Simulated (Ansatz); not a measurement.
# Y2P: from a first cell to all-electron results

Aim: relax Y2P (CdCl2 type), then solve it with and without frozen cores. Methods of the runs shown: PAW. Its runs: cell and atoms relaxed (PAW); the reference run (PAW); shape and atoms relaxed at 0.8 of the volume (PAW); volume scaled by 0.8 (PAW); shape and atoms relaxed at 0.7 of the volume (PAW); volume scaled by 0.7 (PAW).

Method: DFT, PBEsol, PAW with Ansatz's default frozen-core files, scalar-relativistic, in Ansatz 0.2.0.

### 1 The starting structure

Symmetry: R-3m, No. 166, trigonal system. The conventional cell has a = 3.799 Å, b = 3.799 Å, c = 17.474 Å, α = 90.00°, β = 90.00°, γ = 120.00°. Around P (site symmetry -3m) lie 6 Y at 2.54 Å. Around Y (site symmetry 3m) lie 3 P at 2.54 Å.

Coordinates:

```cif
data_structure
_symmetry_space_group_name_H-M 'P 1'
_symmetry_Int_Tables_number 1
_cell_length_a 6.2239
_cell_length_b 6.2239
_cell_length_c 6.2239
_cell_angle_alpha 35.537
_cell_angle_beta 35.537
_cell_angle_gamma 35.537
_cell_volume 72.79
loop_
_atom_site_label
_atom_site_type_symbol
_atom_site_fract_x
_atom_site_fract_y
_atom_site_fract_z
_atom_site_occupancy
P1 P 0.00000 0.00000 0.00000 1
Y1 Y 0.26000 0.26000 0.26000 1
Y2 Y 0.74000 0.74000 0.74000 1
```

An invented electride-like structure; its stability wasn't tested.

Atoms are numbered in the order of the input: P1, Y2, Y3.

### 2 Cell and atoms relaxed, PAW

Contents of input.yaml:

```yaml
crystal:
  lattice:
    - [1.8993666964, -1.0965998735, 5.8247245356]
    - [0.0, 2.1931997469, 5.8247245356]
    - [-1.8993666964, -1.0965998735, 5.8247245356]
  atoms:
    - { symbol: P, position: [0.0, 0.0, 0.0] }
    - { symbol: "Y", position: [0.26, 0.26, 0.26] }
    - { symbol: "Y", position: [0.74, 0.74, 0.74] }
kpoints:
  mp_grid: { grid: [11, 11, 11] }
scf:
  occupations: { method: fermi_dirac, width: 0.05 }
hamiltonian:
  xc: pbesol
  pseudopotentials: { kind: paw }
output:
  forces: true
  stress: true
  write_density: true
  write_potential: true
  elf: true
  volumetric_format: npy
relax:
  f_tol: 0.005
  max_steps: 50
  cell: {}
```

Started as:

```sh
ansatz run input.yaml --threads 1 --pin off --max-ram 3072MiB --backend cpu --events-out ev --progress --plain --runs-dir out
```

The runs that follow: The relaxed cell, PAW; Shape and atoms relaxed at 0.8 of the volume, PAW; Volume scaled by 0.8, PAW; Shape and atoms relaxed at 0.7 of the volume, PAW; Volume scaled by 0.7, PAW.

**Question.** What will these runs give? Wanted: volume, relaxed; gap; Bader charges.

The runs gave:

| quantity | value |
| --- | --- |
| volume, relaxed (PAW) | 26.547 Å³/atom, R-3m |
| gap (PAW) | none |
| Bader charges (PAW) | P1 -2.05, Y2 +1.02 e |

Relaxing changes the volume by +9.4 %, to 26.55 Å³/atom. The count of 27 electrons in bands leaves a band partly filled, so there is no gap. Y 4d carries the largest share, 90 %, of the projected states within 0.3 eV of the Fermi level. The projection holds only the free atom's occupied shells (P 3s, P 3p, Y 5s, Y 4p, Y 4d in this range).
